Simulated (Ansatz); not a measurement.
# B2FH5Si: a ladder of functionals and wavefunction methods

One table from this session's results is given with a row withheld; the runs are named, their logs left out.

Method: functionals in def2-TZVPP, the program's frozen cores in correlated methods; program: Ansatz 0.2.0, Gaussian basis.

Levels to be run: LDA (SPW92), PBE-D4, revPBE-D4, BLYP-D4, r2SCAN-D4, B97M-V, PBE0-D4, B3LYP-D4, r2SCANh-D4, r2SCAN0-D4, HSE06-D4, BHLYP-D4, CAM-B3LYP-D4, LC-ωPBE, ωB97X-V, ωB97M-V, B2PLYP, PBE-QIDH; CCSD(T)/def2-SVP; CCSD(T)/def2-TZVPP; MP2/def2-QZVPP; extrapolation to the limit; RPA on PBE.

## The relaxed structure

An earlier PBE0-D4 in a triple-zeta def2 set relaxation fixed the geometry.

SMILES `B[SiH](B)F`, 9 atoms, charge 0, spin multiplicity 1.

Atoms are counted from 1 here; the program's logs count them from 0.

Bond lengths: B1–Si2 2.000 Å, B1–H5 1.194 Å, B1–H6 1.196 Å, Si2–B3 2.000 Å, Si2–F4 1.612 Å, Si2–H7 1.497 Å, B3–H8 1.194 Å, B3–H9 1.196 Å. Angles: Si2–B1–H5 123.4°, Si2–B1–H6 118.3°, H5–B1–H6 118.3°, B1–Si2–B3 108.9°, B1–Si2–F4 113.1°, B1–Si2–H7 107.3°, B3–Si2–F4 113.1°, B3–Si2–H7 107.3°, F4–Si2–H7 106.8°, Si2–B3–H8 123.4°, Si2–B3–H9 118.3°, H8–B3–H9 118.3°.

Set-up of the first run:

in.yaml

```yaml
crystal:
  periodic: [false, false, false]
  atoms:
    - {symbol: B, position_ang: [-0.751299, 1.309944, -0.723715]}
    - {symbol: Si, position_ang: [0.453413, -0.274061, -0.524621]}
    - {symbol: B, position_ang: [0.211707, -1.044905, 1.304980]}
    - {symbol: F, position_ang: [0.268021, -1.362145, -1.699647]}
    - {symbol: H, position_ang: [-1.621932, 1.375974, -1.538855]}
    - {symbol: H, position_ang: [-0.605614, 2.230165, 0.026513]}
    - {symbol: H, position_ang: [1.862235, 0.224444, -0.614744]}
    - {symbol: H, position_ang: [-0.177223, -2.156567, 1.504372]}
    - {symbol: H, position_ang: [0.449092, -0.349149, 2.248615]}
basis:
  gaussian: {orbitals: def2-TZVPP}
hamiltonian: {xc: lda}
output: {orbitals: {seedname: orbitals}}
```

Run with:

```
$ ansatz run in.yaml --threads 2 --pin off --events-out ev --progress --plain --max-ram 4352MiB
```

Among the steps run: LDA; PBE-D4 (GGA); revPBE-D4 (GGA); BLYP-D4 (GGA); r2SCAN-D4 (meta-GGA); B97M-V (meta-GGA); PBE0-D4 (hybrid); B3LYP-D4 (hybrid); r2SCANh-D4 (hybrid); r2SCAN0-D4 (hybrid); HSE06-D4 (hybrid); BHLYP-D4 (hybrid); CAM-B3LYP-D4 (range-separated); LC-ωPBE (range-separated); ωB97X-V (range-separated); ωB97M-V (range-separated); B2PLYP (double hybrid); PBE-QIDH (double hybrid).

One of the session's tables, all rows but one given; the rest of the session is left out.

It belongs to the step «Frontier levels by functional». 

```
  functional  HOMO (eV)  LUMO (eV)  gap (eV)
 LDA (SPW92)      -6.93      -4.26      2.67
      PBE-D4      -6.83      -4.00      2.83
   revPBE-D4      -6.78      -3.89      2.89
     BLYP-D4      -6.71      -3.82      2.89
   r2SCAN-D4      -7.07      -3.70      3.37
      B97M-V          ?          ?         ?
     PBE0-D4      -8.02      -3.04      4.98
    B3LYP-D4      -7.83      -3.23      4.60
  r2SCANh-D4      -7.51      -3.37      4.15
  r2SCAN0-D4      -8.18      -2.87      5.31
    HSE06-D4      -7.62      -3.42      4.20
    BHLYP-D4      -9.15      -1.99      7.16
CAM-B3LYP-D4      -9.37      -1.92      7.45
     LC-ωPBE     -10.69      -0.74      9.94
     ωB97X-V     -10.34      -0.84      9.49
     ωB97M-V     -10.14      -1.09      9.05
```

Estimate the missing values for B97M-V.

As computed: HOMO (eV): -7.16; LUMO (eV): -3.83; gap (eV): 3.33. In the column «HOMO (eV)» it lies between r2SCANh-D4 (-7.51) and r2SCAN-D4 (-7.07).
